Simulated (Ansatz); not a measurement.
# C33O2: the cost of one run

Method: DFT r2SCAN+D3(BJ), plane waves, PAW, scalar-relativistic, no spin polarisation, in Ansatz 0.2.0.

## 1. Starting point

The cell holds 35 atoms (C33O2): a = 9.864 Å, b = 9.864 Å, c = 11.000 Å, α = 90.00°, β = 90.00°, γ = 120.00°.

The coordinates stand in the first input below.

## 2. Preparing the start

input.yaml

```yaml
crystal:
  lattice:
    - [9.864, 0.0, 0.0]
    - [-4.932, 8.542475, 0.0]
    - [0.0, 0.0, 11.0]
  atoms:
    - { symbol: C, position: [0.0, 0.0, 0.0909091] }
    - { symbol: C, position: [0.1666667, 0.0833333, 0.0909091] }
    - { symbol: C, position: [0.0, 0.25, 0.0909091] }
    - { symbol: C, position: [0.1666667, 0.3333333, 0.0909091] }
    - { symbol: C, position: [0.0, 0.5, 0.0909091] }
    - { symbol: C, position: [0.1666667, 0.5833333, 0.0909091] }
    - { symbol: C, position: [0.0, 0.75, 0.0909091] }
    - { symbol: C, position: [0.1666667, 0.8333333, 0.0909091] }
    - { symbol: C, position: [0.25, 0.0, 0.0909091] }
    - { symbol: C, position: [0.4166667, 0.0833333, 0.0909091] }
    - { symbol: C, position: [0.25, 0.25, 0.0909091] }
    - { symbol: C, position: [0.4166667, 0.3333333, 0.0909091] }
    - { symbol: C, position: [0.25, 0.5, 0.0909091] }
    - { symbol: C, position: [0.4166667, 0.5833333, 0.0909091] }
    - { symbol: C, position: [0.25, 0.75, 0.0909091] }
    - { symbol: C, position: [0.4166667, 0.8333333, 0.0909091] }
    - { symbol: C, position: [0.5, 0.0, 0.0909091] }
    - { symbol: C, position: [0.6666667, 0.0833333, 0.0909091] }
    - { symbol: C, position: [0.5, 0.25, 0.0909091] }
    - { symbol: C, position: [0.6666667, 0.3333333, 0.0909091] }
    - { symbol: C, position: [0.5, 0.5, 0.0909091] }
    - { symbol: C, position: [0.6666667, 0.5833333, 0.0909091] }
    - { symbol: C, position: [0.5, 0.75, 0.0909091] }
    - { symbol: C, position: [0.6666667, 0.8333333, 0.0909091] }
    - { symbol: C, position: [0.75, 0.0, 0.0909091] }
    - { symbol: C, position: [0.9166667, 0.0833333, 0.0909091] }
    - { symbol: C, position: [0.75, 0.25, 0.0909091] }
    - { symbol: C, position: [0.9166667, 0.3333333, 0.0909091] }
    - { symbol: C, position: [0.75, 0.5, 0.0909091] }
    - { symbol: C, position: [0.9166667, 0.5833333, 0.0909091] }
    - { symbol: C, position: [0.75, 0.75, 0.0909091] }
    - { symbol: C, position: [0.9166667, 0.8333333, 0.0909091] }
    - { symbol: C, position: [0.2682402, 0.2939719, 0.2863636] }
    - { symbol: O, position: [0.3829309, 0.4161526, 0.2954545] }
    - { symbol: O, position: [0.1535496, 0.1717913, 0.2954545] }
basis:
  ecutwfc: 500.0
kpoints:
  mp_grid: { grid: [1, 1, 1] }
hamiltonian:
  xc: r2scan
  dispersion: d3bj
scf:
  occupations: { method: fermi_dirac, width: 0.05 }
  lower_state_search: "off"
relax:
  f_tol: 0.08
  max_steps: 25
  adjacent_minimum: "off"
```

Run with:

```sh
$ ansatz run input.yaml --threads 2 --pin off --max-ram 5120MiB --backend cpu --events-out ev --progress --plain --runs-dir out
```

Q: Estimate wall time and peak memory on 2 threads of Intel Xeon 6975P-C (Granite Rapids), shared host.

About 1.8 min, with a peak of 2.4 GiB.
